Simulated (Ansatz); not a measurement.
## CH7FSiSn, SMILES [CH3][SnH2][SiH2]F: a ladder of methods at one geometry, step by step

Computed with the Python package of Ansatz (0.2.0).

Typed at the interpreter:
```pycon
>>> import ansatz as az
>>> GEOMETRY = """
... C     0.31660    1.72010   -0.63190
... Sn    0.71490   -0.33010   -0.53980
... Si   -0.94080   -1.43510    1.00910
... F    -0.70830   -0.72620    2.54830
... H     0.98460    2.25600   -1.34840
... H     0.35360    2.22720    0.36690
... H    -0.73920    1.90300   -1.01770
... H     0.61530   -1.01870   -2.14000
... H     2.35220   -0.52650    0.10480
... H    -0.59850   -2.87060    1.13590
... H    -2.28510   -1.25610    0.53320
... """
>>> geometry = az.Crystal.molecule()
>>> for line in GEOMETRY.strip().splitlines():
...     symbol, *xyz = line.split()
...     geometry = geometry.atom(symbol, [float(v) for v in xyz])
...
>>> calculation = geometry.calculation().basis(gaussian="def2-SVP")
>>> methods = ["mp2", "ccsd", "ccsd_t"]
>>> reports = [calculation.correlation(m).run(threads=1).report for m in methods]
>>> print(f"Hartree-Fock reference {reports[0]['reference_energy_ev'] / 27.211386246:.6f} Ha")
Hartree-Fock reference -643.480168 Ha
>>> best = reports[-1]["free_energy_ev"] - reports[-1]["reference_energy_ev"]
>>> for method, each in zip(methods, reports):
...     gained = each["free_energy_ev"] - each["reference_energy_ev"]
...     print(f"{method:8s} total {each['free_energy_ev'] / 27.211386246:.6f} Ha  correlation {gained:9.4f} eV  ({100 * gained / best:.1f} % of the last)")
...
mp2      total -644.031226 Ha  correlation  -14.9950 eV  (88.9 % of the last)
ccsd     total -644.085859 Ha  correlation  -16.4817 eV  (97.7 % of the last)
ccsd_t   total -644.100093 Ha  correlation  -16.8690 eV  (100.0 % of the last)
```

Notes:
- Total energies depend on the basis set; only differences at equal settings carry meaning.
- The geometry is a force-field or estimated start, not a minimum of this method, and the basis set is short of its limit. A lower total doesn't mark the better method: functionals have no common bound, and MP2 and coupled cluster aren't variational.
- def2 sets replace the cores of elements past krypton by effective core potentials.
- Inner cores stay frozen; a filled d shell under the valence of the heavier atoms is correlated with it.
- It ran for 38 s on 1 thread of Arm Neoverse V1, on a shared host, peak memory 0.59 GiB.
